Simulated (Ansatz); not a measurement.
# FH5OSi2 + H2 + HF: a complex and its separated parts

The complex below is one end of an elementary step. How strongly is it bound against its free parts?

The runs use Ansatz 0.2.0, Gaussian basis; PBE0-D4/def2-TZVP structures, single points in def2-TZVPP, no counterpoise correction.

Levels: SPW92, PBE-D4, BLYP-D4, r2SCAN-D4, B97M-V, PBE0-D4, B3LYP-D4, r2SCAN0-D4, BHLYP-D4, CAM-B3LYP-D4, wB97X-V, wB97M-V, B2PLYP, PBE-QIDH, RPA on PBE, Hartree-Fock, MP2, CCSD, CCSD(T).

Cores are frozen in the correlated methods. B3LYP uses VWN-RPA correlation. B2PLYP carries no dispersion term here.

113 further runs of the same task are left out: 113 set aside as unsound or not needed.

### 1 Starting geometry

The complex: 13 atoms, charge 0, spin multiplicity 1.

Atoms are counted from 1 here; the program's logs count them from 0.

Bond lengths: Si1–O3 1.601 Å, Si1–H5 1.477 Å, Si1–H6 1.475 Å, Si1–F8 1.618 Å, H2–H9 0.747 Å, O3–Si4 1.647 Å, Si4–H11 1.481 Å, Si4–H12 1.484 Å, Si4–H13 1.480 Å, H7–F10 0.930 Å. Angles: O3–Si1–H5 111.4°, O3–Si1–H6 110.7°, O3–Si1–F8 108.8°, H5–Si1–H6 113.5°, H5–Si1–F8 105.8°, H6–Si1–F8 106.4°, Si1–O3–Si4 160.0°, O3–Si4–H11 109.8°, O3–Si4–H12 106.9°, O3–Si4–H13 109.4°, H11–Si4–H12 109.7°, H11–Si4–H13 111.0°, H12–Si4–H13 109.9°.

As a file:

```
Si   -0.2766    0.8157    1.5202
H    -1.1194   -2.5280    0.4692
O    -0.5588    0.8712   -0.0549
Si   -0.2822    0.8431   -1.6780
H     0.0450    2.1532    2.0575
H    -1.3883    0.1498    2.2249
H     1.7617   -0.9861    0.4397
F     1.0383   -0.0907    1.7818
H    -0.4721   -2.4558    0.1033
F     1.9104   -1.3227   -0.4144
H     1.1078    1.2724   -1.9574
H    -1.2353    1.7982   -2.2954
H    -0.5302   -0.5202   -2.1964
```

Its parts: FH5OSi2 holds atoms 1, 3, 4, 5, 6, 8, 11, 12, 13; H2 holds atoms 2, 9; HF holds atoms 7, 10. Each part counts its atoms afresh in its own runs.

### 2 Relaxing FH5OSi2 alone

File relax-a/in.yaml:

```yaml
crystal:
  periodic: [false, false, false]
  atoms:
    - {symbol: Si, position_ang: [-0.276638, 0.815676, 1.520198]}
    - {symbol: O, position_ang: [-0.558801, 0.871176, -0.054943]}
    - {symbol: Si, position_ang: [-0.282240, 0.843120, -1.678048]}
    - {symbol: H, position_ang: [0.044969, 2.153176, 2.057502]}
    - {symbol: H, position_ang: [-1.388341, 0.149778, 2.224939]}
    - {symbol: F, position_ang: [1.038251, -0.090652, 1.781752]}
    - {symbol: H, position_ang: [1.107842, 1.272435, -1.957418]}
    - {symbol: H, position_ang: [-1.235294, 1.798248, -2.295384]}
    - {symbol: H, position_ang: [-0.530249, -0.520236, -2.196388]}
basis:
  gaussian: {orbitals: def2-TZVP}
hamiltonian: {xc: pbe0, dispersion: d4}
relax: {f_tol: 0.005, max_steps: 200}
```

On the command line:

```
> ansatz run in.yaml --threads 8 --pin off --events-out ev --progress --plain --max-ram 19148MiB
```

Further steps of the session: Relaxing H2 alone; Relaxing HF alone; SPW92/def2-TZVPP; PBE-D4/def2-TZVPP; BLYP-D4/def2-TZVPP; r2SCAN-D4/def2-TZVPP; B97M-V/def2-TZVPP; PBE0-D4/def2-TZVPP; B3LYP-D4/def2-TZVPP; r2SCAN0-D4/def2-TZVPP; BHLYP-D4/def2-TZVPP; CAM-B3LYP-D4/def2-TZVPP; wB97X-V/def2-TZVPP; wB97M-V/def2-TZVPP; B2PLYP/def2-TZVPP; PBE-QIDH/def2-TZVPP; RPA on PBE/def2-TZVPP; CCSD(T)/def2-TZVPP; Vibrations of FH5OSi2; Vibrations of H2; Vibrations of HF.

**Question.** What will these runs give? Wanted: complex less parts, CCSD(T)/def2-TZVPP; with zero-point energy; largest T1 diagnostic.

As calculated:

```
                              quantity         value
complex less parts, CCSD(T)/def2-TZVPP  -25.7 kJ/mol
                with zero-point energy  -14.1 kJ/mol
                 largest T1 diagnostic         0.011
```

In words: At CCSD(T) the complex lies 25.7 kJ/mol below its parts. Among the functionals PBE-QIDH lands nearest to CCSD(T) (+1.3 kJ/mol) and SPW92 farthest (-22.8 kJ/mol). By rung, the mean size of the error is: LDA 22.8, GGA 6.3, meta-GGA 4.6, hybrid 5.3, range-separated hybrid 6.7, double hybrid 1.6 kJ/mol. PBE-D4 gives a relative energy 7.4 kJ/mol too low, outside chemical accuracy (1 kcal/mol, 4.2 kJ/mol). No counterpoise was applied, and triple zeta lacks some correlation, so the CCSD(T) reference has a basis error of its own, and close matches with it are partly luck.
